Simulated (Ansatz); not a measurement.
Predict the output of the script below (Ansatz 0.2.0, Python API).

The script, `c3h4bfs.py`:
```python
from dataclasses import dataclass
import itertools
import warnings

import ansatz as az
from ase import Atoms
from ase.data import atomic_numbers, covalent_radii
from ase.thermochemistry import IdealGasThermo
import numpy as np


@dataclass(frozen=True)
class RunConfig:
    basis: str = '6-31G*'
    xc: str = 'PBE'


settings = RunConfig()

warnings.simplefilter('ignore', az.DeckWarning)

atoms = Atoms(['C', 'S', 'B', 'C', 'C', 'F', 'H', 'H', 'H', 'H'], positions=[
    [-0.2994, -1.4734, 1.2603],
    [1.056, -0.2827, 1.3507],
    [0.549, 0.6586, -0.2274],
    [0.7113, 0.8765, -1.6932],
    [-0.1419, 1.7453, -0.9382],
    [-0.9676, 2.8456, -0.8615],
    [-1.2789, -0.8665, 1.301],
    [-0.2611, -1.9955, 0.2986],
    [-0.2986, -2.1145, 2.1474],
    [1.0142, 0.5554, -2.6346],
])
mol = az.Crystal.molecule_from_ase(atoms)

base = (
    mol.calculation()
    .basis(gaussian=settings.basis)
    .functional(settings.xc)
)
symbols = [site.symbol for site in mol.cartesian_sites]
start = np.array([site.position_ang for site in mol.cartesian_sites], dtype=float)
data = base.relax(force_tolerance=0.003).run().report
end = np.array(data['positions_ang'])

radius = [covalent_radii[atomic_numbers[s]] for s in symbols]
span = lambda where, i, j: np.linalg.norm(where[i] - where[j])
bonded = [(i, j) for i, j in itertools.combinations(range(len(symbols)), 2) if min(span(start, i, j), span(end, i, j)) < 1.2 * (radius[i] + radius[j])]
print('pair        before    after (A)')
for i, j in bonded:
    print(f'{symbols[i]}{i}-{symbols[j]}{j}'.ljust(10), f'{span(start, i, j):8.4f} {span(end, i, j):8.4f}')
for first, second in list(itertools.combinations(bonded, 2)):
    shared = set(first) & set(second)
    if shared and symbols[(j := shared.pop())] != 'H':
        i, k = sorted((set(first) | set(second)) - {j})
        u, v = end[i] - end[j], end[k] - end[j]
        angle = np.degrees(np.arccos(np.clip(u @ v / np.linalg.norm(u) / np.linalg.norm(v), -1, 1)))
        print(f'final angle {symbols[i]}{i}-{symbols[j]}{j}-{symbols[k]}{k}: {angle:.2f} deg')

minimum = az.Crystal.molecule()
for symbol, place in zip(symbols, end):
    minimum = minimum.atom(symbol, place.tolist())
vibrating = (
    minimum.calculation()
    .basis(gaussian=settings.basis)
    .functional(settings.xc)
    .phonons(temperatures=(298.15, 498.15, 100))
)
vib = vibrating.run().report['vibrations']
sums = vib['harmonic_sums']
modes = [m['omega_inv_cm'] for m in sums['modes_at_gamma'] if m['rigid_motion'] == 'no']
print('frequencies (1/cm):', ' '.join(f'{w:.0f}' for w in modes))
print('imaginary modes:', sum(w < 0 for w in modes), ' zero-point energy:', round(sums['zero_point_energy_ev'], 4), 'eV')
gas = IdealGasThermo(vib_energies=[w / 8065.544 for w in modes if w > 0], geometry='linear' if len(modes) == 3 * len(symbols) - 5 else 'nonlinear',
                     atoms=Atoms(symbols, positions=end), symmetrynumber=1, spin=0.0)
print(f'H(298 K) - E = {gas.get_enthalpy(298.15, verbose=False):.4f} eV')
print(f'S(298 K, 1 bar) = {96485.33 * gas.get_entropy(298.15, 1e5, verbose=False):.1f} J/(mol K) with symmetry number 1')

heavier = vibrating.phonons(masses={'H': 2.014102}).run().report['vibrations']['harmonic_sums']
print('deuterated (1/cm):', ' '.join(f'{m["omega_inv_cm"]:.0f}' for m in heavier['modes_at_gamma'] if m['rigid_motion'] == 'no'))
print('zero-point energy falls by', round(sums['zero_point_energy_ev'] - heavier['zero_point_energy_ev'], 4), 'eV')
```

```console
$ python c3h4bfs.py
pair        before    after (A)
C0-S1        1.8064   1.8456
C0-H6        1.1530   1.0995
C0-H7        1.0950   1.0995
C0-H8        1.0945   1.1004
S1-B2        1.9062   1.7836
B2-C3        1.4908   1.5142
B2-C4        1.4709   1.4868
C3-C4        1.4328   1.3476
C3-H9        1.0398   1.0919
C4-F5        1.3778   1.3336
final angle S1-C0-H6: 110.76 deg
final angle S1-C0-H7: 110.76 deg
final angle S1-C0-H8: 106.71 deg
final angle C0-S1-B2: 102.15 deg
final angle H6-C0-H7: 110.02 deg
final angle H6-C0-H8: 109.25 deg
final angle H7-C0-H8: 109.25 deg
final angle S1-B2-C3: 149.08 deg
final angle S1-B2-C4: 157.56 deg
final angle C3-B2-C4: 53.35 deg
final angle B2-C3-C4: 62.28 deg
final angle B2-C3-H9: 154.43 deg
final angle B2-C4-C3: 64.36 deg
final angle B2-C4-F5: 156.26 deg
final angle C4-C3-H9: 143.29 deg
final angle C3-C4-F5: 139.38 deg
frequencies (1/cm): 70 103 120 249 281 435 512 564 688 774 857 954 956 983 1197 1324 1349 1457 1460 1707 3015 3110 3114 3178
imaginary modes: 0  zero-point energy: 1.7641 eV
H(298 K) - E = 1.9830 eV
S(298 K, 1 bar) = 353.9 J/(mol K) with symmetry number 1
deuterated (1/cm): 51 95 109 231 269 402 504 538 652 684 709 721 763 861 1015 1054 1056 1176 1328 1674 2158 2306 2312 2379
zero-point energy falls by 0.3353 eV
```

Reading the output:
- The frequencies are harmonic and unscaled, in a modest basis.
- The entropy takes a symmetry number of 1; a symmetric molecule's is lower by R ln(sigma).
- Finished in 5.2 min on 1 thread of Arm Neoverse V2, on a shared host, peak memory 0.34 GiB.
